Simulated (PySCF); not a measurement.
# C3H10BN: the cost of one run

Computed with PySCF 2.14.0, with density-fitted response routines of our own, on a single molecule in the gas phase. Atoms are numbered from 0 throughout.

## (1) The molecule as given

15 atoms, charge 0, multiplicity 1; geometry from: GFN2-xTB. The atoms were then displaced at random by about 0.01 Å, so the start is not that level's minimum.

Bonds of the start (Å): C0–C1 1.53, C1–C2 1.54, C1–B3 1.63, B3–N4 1.35, C0–H5 1.12, C0–H6 1.09, C0–H7 1.06, C1–H8 1.12, C2–H9 1.08, C2–H10 1.10, C2–H11 1.07, B3–H12 1.18, N4–H13 0.99, N4–H14 1.01.

## (2) Geometry optimisation at PBE0-D3(BJ)/def2-SVP

What the job is given:

```
{"job": {"xc": "PBE0", "basis": "def2-SVP", "d3": "d3bj", "grid": 1, "shake": 0.01, "kind": "geom"}, "charge": 0, "multiplicity": 1}
C     -1.436550    -0.759630     0.536510
C     -0.241820     0.181130     0.412100
C     -0.610410     1.381800    -0.484500
B      1.064400    -0.590370    -0.176420
N      2.214210    -0.611340     0.521460
H     -2.321330    -0.182900     0.915490
H     -1.709910    -1.144700    -0.440720
H     -1.233050    -1.559290     1.198650
H     -0.025500     0.582280     1.436690
H     -1.451730     1.920410    -0.066440
H      0.238730     2.072550    -0.533440
H     -0.828410     1.049420    -1.474680
H      0.954880    -1.139020    -1.213550
H      3.040830    -1.059880     0.227440
H      2.330310    -0.157830     1.421940
```

Command:

```
$ OMP_NUM_THREADS=1 python probes_run.py task.json out
```

This one command runs all jobs of the session in turn.

**Question.** How long does this first job take on 1 thread of Arm Neoverse V1, shared host, and how much memory does it need?

About 29 s, with a peak of 0.5 GiB.
